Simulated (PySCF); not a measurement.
**C₃H₁₁NOSi₂: electronic excitations**

Aim: predict the electronic excitations of C₃H₁₁NOSi₂ (`C=CCN[SiH2]O[SiH3]`).

The runs use PySCF 2.14.0, with density-fitted response routines of our own; the level of theory stands in each step. All values are computed, except where a source is named. Atoms are numbered from 0 throughout.

## Step 1: The molecule as given

18 atoms, charge 0, multiplicity 1; geometry from: GFN2-xTB.

Bonds of the start (Å): C0–C1 1.32, C1–C2 1.50, C2–N3 1.45, N3–Si4 1.72, Si4–O5 1.62, O5–Si6 1.61, C0–H7 1.08, C0–H8 1.08, C1–H9 1.08, C2–H10 1.09, C2–H11 1.10, N3–H12 1.01, Si4–H13 1.47, Si4–H14 1.46, Si6–H15 1.46, Si6–H16 1.46, Si6–H17 1.46.

## Step 2: TDDFT and polarisability: CAM-B3LYP/def2-SVPD

The job: settings as JSON, then the geometry in Å.

```
{"job": {"kind": "uv", "xc": "CAM-B3LYP", "basis": "def2-SVPD", "nstates": 8, "ntriplets": 3}, "charge": 0, "multiplicity": 1}
C     -3.487202     0.654310    -0.153732
C     -2.440732    -0.099047    -0.433847
C     -1.396850    -0.509214     0.561999
N     -0.075201    -0.050657     0.191279
Si     0.932049    -0.889289    -0.915722
O      2.289534    -0.015727    -1.055378
Si     3.638010     0.693519    -0.522814
H     -4.203935     0.942556    -0.903677
H     -3.678506     1.006121     0.847251
H     -2.252952    -0.440038    -1.443084
H     -1.358790    -1.600662     0.617292
H     -1.652726    -0.119610     1.553596
H     -0.021494     0.958266     0.191477
H      0.487825    -0.999537    -2.309310
H      1.217447    -2.190090    -0.312124
H      4.648157    -0.347986    -0.344493
H      3.983067     1.634608    -1.586076
H      3.363539     1.378794     0.740945
```

Level: TDDFT CAM-B3LYP/def2-SVPD, vertical, gas phase, core orbitals frozen in the response.

Started as:

```
$ OMP_NUM_THREADS=1 python probes_run.py task.json out
```

The driver reads the jobs from task.json and runs them one after another.

Output:

```text
coarse grid: 15480 points
cycle   1  E = -829.2511436302  dE =  7.747e-01  |g| = 7.949e-01  |ddm| = 6.407e+00
cycle   2  E = -829.1677530567  dE =  8.339e-02  |g| = 1.058e+00  |ddm| = 2.457e+00
cycle   3  E = -829.3760108484  dE = -2.083e-01  |g| = 8.035e-02  |ddm| = 1.166e+00
cycle   4  E = -829.3771032611  dE = -1.092e-03  |g| = 4.142e-02  |ddm| = 1.979e-01
cycle   5  E = -829.3774707374  dE = -3.675e-04  |g| = 9.898e-03  |ddm| = 9.886e-02
cycle   6  E = -829.3774919374  dE = -2.120e-05  |g| = 2.211e-03  |ddm| = 2.125e-02
cycle   7  E = -829.3774932362  dE = -1.299e-06  |g| = 4.100e-04  |ddm| = 6.295e-03
final grid: 138768 points
cycle   8  E = -829.4992155550  dE = -2.674e-05  |g| = 2.993e-03  |ddm| = 7.906e-02
cycle   9  E = -829.4992161179  dE = -5.629e-07  |g| = 2.847e-03  |ddm| = 1.484e-02
cycle  10  E = -829.4992179684  dE = -1.850e-06  |g| = 4.382e-04  |ddm| = 4.262e-03
cycle  11  E = -829.4992180039  dE = -3.556e-08  |g| = 1.758e-04  |ddm| = 8.756e-04
cycle  12  E = -829.4992180109  dE = -6.999e-09  |g| = 2.545e-05  |ddm| = 5.270e-04
cycle  13  E = -829.4992180111  dE = -1.635e-10  |g| = 1.061e-05  |ddm| = 8.387e-05
converged SCF energy = -829.4992180111

Static polarisability (au): isotropic 98.242, principal 85.678 87.811 121.237

Singlet excitations
state   eV       nm        f      main configurations
  1   6.2014    199.9   0.04758   H->L 0.72, H->L+2 0.14
  2   6.3083    196.5   0.01816   H->L+1 0.71, H->L+3 0.10, H->L+5 0.09
  3   6.7457    183.8   0.01197   H->L+2 0.61, H->L 0.11
  4   7.2802    170.3   0.02012   H->L+4 0.68
  5   7.4793    165.8   0.03861   H-1->L+2 0.19, H->L+5 0.16, H-2->L 0.12
  6   7.4905    165.5   0.00583   H-2->L 0.61, H-2->L+1 0.08
  7   7.6026    163.1   0.01417   H->L+7 0.46, H->L+6 0.19
  8   7.6357    162.4   0.28749   H-1->L 0.27, H-1->L+2 0.16, H-3->L 0.13

Triplet excitations (Tamm-Dancoff, eV): 4.5057 6.0263 6.0653
```

Wall time 84 s (1 thread of Arm Neoverse V1, shared host); peak memory 1.2 GiB.

Frontier orbitals and where they lie:

```
orbital      eV                        atoms
 HOMO−3  -10.23  O5 35 %, Si6 21 %, H17 17 %
 HOMO−2   -9.97  O5 36 %, Si6 14 %, Si4 11 %
 HOMO−1   -9.28     C0 34 %, C1 33 %, C2 9 %
   HOMO   -8.30    N3 51 %, Si4 10 %, C1 9 %
   LUMO    0.91   Si6 24 %, Si4 19 %, O5 8 %
 LUMO+1    1.23   C0 13 %, Si6 11 %, C1 11 %
 LUMO+2    1.37   C1 22 %, C0 21 %, Si6 13 %
```

With each of the 8 states as a Gaussian band of 0.4 eV half-width at 1/e, the curve within the window shown has maxima at 198 nm (ε 2,700), 163 nm (ε 14,000) L/(mol cm). Beyond the last state computed it falls off for lack of states. The curve at chosen wavelengths:

```
 nm  ε (L/mol/cm)
156          7469
159         11738
161         13636
164         13946
166         12549
169          9165
172          5750
174          3981
177          2263
179          1652
182          1297
185          1373
187          1569
190          1974
192          2255
195          2591
198          2724
200          2673
203          2405
205          2133
208          1659
211          1192
213           918
216           585
218           418
221           241
```

Leading natural transition orbitals of singlet state 8: the hole lies on C0, C1 about 31 % each; O5 7 %; the particle on C0, C1 about 16 % each; H7, H8, H9 about 9 % each.

Leading natural transition orbitals of singlet state 1: the hole lies on N3 58 %; H13 9 %; C1 6 %; the particle on H13, H14 about 11 % each; C0, C1 about 10 % each; Si4 9 %.

Further results of this job:

```
           property  computed
  dipole moment (D)      1.02
polarisability (Å³)     14.56
 HOMO–LUMO gap (eV)      9.20
      −ε(HOMO) (eV)      8.30
```

The fields below are evaluated on a grid from the run's orbitals.

Frontier orbitals at CAM-B3LYP/def2-SVPD, with the share of their density that lies nearest to each atom:

```
orbital  energy (eV)                                                      lies on
   HOMO        -8.30                                     N3 54 %; H13 8 %; C1 8 %
   LUMO         0.91  4 H atoms about 11 % each; O5 10 %; H12, H13 about 7 % each
```

ELF in a plane through or near 5 of the atoms.

Ten even steps from '0' (0.00) to '9' (0.95):
```
0000000000000000000000000000
0000000000000000000000000000
0000000000000000000000000000
0000000000000000000000000000
0000000331000000000000000000
0000012663000440001256200000
0000024662001991013588400000
0000131121002993025688400000
0000316826500782058745410000
0002751478821683163935410000
0005994282831882258596410000
0006994387824361164675300000
0002640166458020057544200000
0000100022101410023211000000
0000000000134410000000000000
0000000000011100000000000000
0000000000000000000000000000
0000000000000000000000000000
0000000000000000000000000000
0000000000000000000000000000
```
The map spans 14.5 Å across and 9.2 Å up, centred on the molecule. Atoms in the plane (x, y in Å): C0 (3.5, 0.6), C1 (2.4, -0.2), Si4 (-1.0, -1.0), O5 (-2.4, -0.3), Si6 (-3.7, 0.6).

On the surface of density 0.002 e/bohr³ the electrostatic potential runs, from the 1st to the 99th percentile, from -0.80 V near N3 to 1.48 V near H12.

## Step 3: Summary of results

```
                                quantity                        value
    lowest singlet (CAM-B3LYP/def2-SVPD)  6.20 eV (200 nm), f = 0.048
brightest single state of those computed  state 8, 7.64 eV, f = 0.287
                          lowest triplet                      4.51 eV
   surface potential, 1st and 99th percentile           -0.80 V and 1.48 V
```

**Reading.** The first singlet state (HOMO→LUMO 0.72, HOMO→LUMO+2 0.14) lies at 6.20 eV and is weak; of the 8 states computed, the strongest absorption comes from state 8 at 7.64 eV (the last computed, so partners may be missing). The lowest triplet lies 1.70 eV below the lowest singlet (triplets in Tamm-Dancoff, singlets in full TDDFT).
